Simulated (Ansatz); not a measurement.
# Sb started on an Al site in zincblende AlN, 64 atoms, charge +2

Aim: let the atoms about the defect relax, then find its formation energy and its levels in the gap by PBEsol and HSE06.

Method: density functional theory in Ansatz 0.2.0, PAW datasets, plane waves.

## 1. The starting cell

64 atoms (31 Al, 1 Sb, 32 N); a = 8.755 Å, b = 8.755 Å, c = 8.755 Å, α = 90.00°, β = 90.00°, γ = 90.00°. All atoms were shaken off their sites by about 0.02 Å along each axis. Defect site 1: (0.500, 0.500, 0.500).

The runs, in order: (2) PBEsol relaxation at the single k point (¼, ¼, ¼), on 1 × NVIDIA H100 80GB HBM3 with 2 threads of AMD EPYC 7R13; (3) HSE06 single point at the single k point (¼, ¼, ¼), on 1 × NVIDIA H100 80GB HBM3 with 2 threads of AMD EPYC 7R13.

## 2. Relaxation of the positions (PBEsol)

The input, in.yaml:

```yaml
crystal:
  lattice:
    - [8.755444, 0.000000, 0.000000]
    - [0.000000, 8.755444, 0.000000]
    - [0.000000, 0.000000, 8.755444]
  atoms:
    - { symbol: Al, position: [0.998120, 0.996204, 0.000309] }
    - { symbol: Al, position: [0.998351, 0.996166, 0.499883] }
    - { symbol: Al, position: [0.001515, 0.497095, 0.998554] }
    - { symbol: Al, position: [0.001755, 0.501258, 0.496190] }
    - { symbol: Al, position: [0.499990, 0.999592, 0.000916] }
    - { symbol: Al, position: [0.498341, 0.996331, 0.503283] }
    - { symbol: Al, position: [0.500480, 0.502391, 0.000769] }
    - { symbol: Al, position: [0.253340, 0.250027, 0.001059] }
    - { symbol: Al, position: [0.251468, 0.249154, 0.498010] }
    - { symbol: Al, position: [0.251384, 0.752097, 0.999922] }
    - { symbol: Al, position: [0.247110, 0.751436, 0.498788] }
    - { symbol: Al, position: [0.753672, 0.248645, 0.000283] }
    - { symbol: Al, position: [0.746598, 0.250186, 0.497893] }
    - { symbol: Al, position: [0.752426, 0.751249, 0.998802] }
    - { symbol: Al, position: [0.748655, 0.748113, 0.499117] }
    - { symbol: Al, position: [0.247025, 0.999784, 0.248439] }
    - { symbol: Al, position: [0.247117, 0.997836, 0.749082] }
    - { symbol: Al, position: [0.250291, 0.504011, 0.246856] }
    - { symbol: Al, position: [0.249621, 0.497130, 0.747526] }
    - { symbol: Al, position: [0.748141, 0.998194, 0.248843] }
    - { symbol: Al, position: [0.752751, 0.005454, 0.749831] }
    - { symbol: Al, position: [0.746296, 0.504368, 0.252074] }
    - { symbol: Al, position: [0.750087, 0.497767, 0.751049] }
    - { symbol: Al, position: [0.996675, 0.247536, 0.252221] }
    - { symbol: Al, position: [0.007247, 0.248066, 0.747019] }
    - { symbol: Al, position: [0.998487, 0.752002, 0.252081] }
    - { symbol: Al, position: [0.998739, 0.752166, 0.750592] }
    - { symbol: Al, position: [0.498433, 0.247074, 0.249884] }
    - { symbol: Al, position: [0.498745, 0.252447, 0.750901] }
    - { symbol: Al, position: [0.501685, 0.748938, 0.250204] }
    - { symbol: Al, position: [0.499691, 0.755105, 0.750644] }
    - { symbol: Sb, position: [0.500674, 0.505503, 0.496459] }
    - { symbol: N, position: [0.122184, 0.125620, 0.126892] }
    - { symbol: N, position: [0.122864, 0.124053, 0.622989] }
    - { symbol: N, position: [0.123737, 0.628920, 0.123103] }
    - { symbol: N, position: [0.128228, 0.624482, 0.619133] }
    - { symbol: N, position: [0.624770, 0.125195, 0.123626] }
    - { symbol: N, position: [0.625113, 0.124506, 0.627819] }
    - { symbol: N, position: [0.627118, 0.628930, 0.125383] }
    - { symbol: N, position: [0.627691, 0.626115, 0.621972] }
    - { symbol: N, position: [0.374891, 0.373711, 0.123267] }
    - { symbol: N, position: [0.372042, 0.378806, 0.625087] }
    - { symbol: N, position: [0.370241, 0.876242, 0.122877] }
    - { symbol: N, position: [0.375707, 0.874960, 0.624762] }
    - { symbol: N, position: [0.878031, 0.377441, 0.122810] }
    - { symbol: N, position: [0.873615, 0.375546, 0.625096] }
    - { symbol: N, position: [0.878583, 0.873230, 0.126039] }
    - { symbol: N, position: [0.878493, 0.871651, 0.623823] }
    - { symbol: N, position: [0.372881, 0.128859, 0.375656] }
    - { symbol: N, position: [0.375947, 0.122953, 0.879402] }
    - { symbol: N, position: [0.375533, 0.627585, 0.375082] }
    - { symbol: N, position: [0.376031, 0.624154, 0.872612] }
    - { symbol: N, position: [0.871672, 0.123644, 0.374955] }
    - { symbol: N, position: [0.875426, 0.130435, 0.874964] }
    - { symbol: N, position: [0.870169, 0.627106, 0.376091] }
    - { symbol: N, position: [0.877706, 0.627508, 0.879379] }
    - { symbol: N, position: [0.128691, 0.374227, 0.372074] }
    - { symbol: N, position: [0.127463, 0.373648, 0.875600] }
    - { symbol: N, position: [0.122783, 0.875124, 0.378748] }
    - { symbol: N, position: [0.121825, 0.874646, 0.875289] }
    - { symbol: N, position: [0.622229, 0.374358, 0.377572] }
    - { symbol: N, position: [0.624487, 0.375030, 0.874157] }
    - { symbol: N, position: [0.622290, 0.875456, 0.373331] }
    - { symbol: N, position: [0.627941, 0.872577, 0.877103] }
  symmetry: { detect: false }
kpoints:
  mp_grid: { grid: [1, 1, 1], shift: [0.25, 0.25, 0.25] }
hamiltonian:
  xc: pbesol
total_charge: 2
scf:
  occupations: { method: fermi_dirac, width: 0.01 }
relax:
  f_tol: 0.03
  max_steps: 80
  escape_saddle: false
  adjacent_minimum: "off"
output:
  forces: true
  eigenvalues: true
  populations: true
  charged_corrections: { epsilon: 8.5 }
  write_density: true
  write_potential: true
  elf: true
  volumetric_format: npy
```

Launch:

```bash
ansatz run in.yaml --threads 2 --pin off --max-ram 30400MiB --runs-dir r --events-out ev --progress --plain --backend cuda --devices 0, --max-vram 18GiB
```

The runs that follow: HSE06 on the final geometry.

Q: Predict the outcome of this session. Wanted: for each run, formation energy; host gap; top filled to lowest empty.

**Answer**, as computed:

| level | time | formation energy (eV) | host gap (eV) | top filled to lowest empty (eV) |
| --- | --- | --- | --- | --- |
| PBEsol, relaxation | 23 s (GPU) | 1.66 | 3.17 | 3.50 |
| HSE06 | 40 s (GPU) | 0.31 | 4.54 | 5.00 |

```
     quantity                             value
   relaxation  4 recorded steps, 1.96 eV gained
largest shift                      0.12 Å (N61)
```

**Reading.** Relaxation gains 1.96 eV, with shifts up to 0.12 Å (N61). The formation energy at E_F = VBM goes from 1.66 eV (PBEsol) to 0.31 eV (HSE06), as the host gap goes from 3.17 to 4.54 eV. The reservoirs are the elements' reference phases; where the defect changes the composition, the value depends on that choice. HSE06 shows no level inside the gap that the count of atoms sharing it marks as tightly localised. Spin–orbit coupling is left out, which matters for the band edges of the heavier elements here. The host's edges were read at Γ, so band-like levels at this k point need not coincide with them. Finite-cell errors of some tenths of an eV remain in such numbers. The dielectric constant of 8.5 in the correction is an assumed value.
